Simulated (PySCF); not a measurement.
# OZn: the cost of one run

Method: relaxation, lda,vwn, def2-tzvpp, and further levels as typed in the inputs, in PySCF 2.14.0.

## (1) Starting point

Bond lengths: Zn1–O2 1.850 Å.

As a file:

```xyz
2

Zn    0.0000    0.0000    0.0000
O     0.0000    0.0000    1.8500
```

## (2) Relaxation: OZn

Contents of run.py:

```python
from pyscf import gto, dft
from pyscf.geomopt.geometric_solver import optimize
mol = gto.M(atom="mol.xyz", basis="def2-tzvpp", spin=2, verbose=4)
mf = dft.UKS(mol, xc="lda,vwn").density_fit().run(conv_tol=1e-9)
m = optimize(mf, maxsteps=60)
print("optimised structure (A):")
for k in range(m.natm): print(m.atom_symbol(k), *(f"{x:.8f}" for x in m.atom_coords(unit="A")[k]))
```

Started as:

```console
$ python run.py
```

**Question.** How long does this run take on 4 threads of Intel Xeon at 2.50GHz (Skylake/Cascade Lake), shared host?

About 27 s.
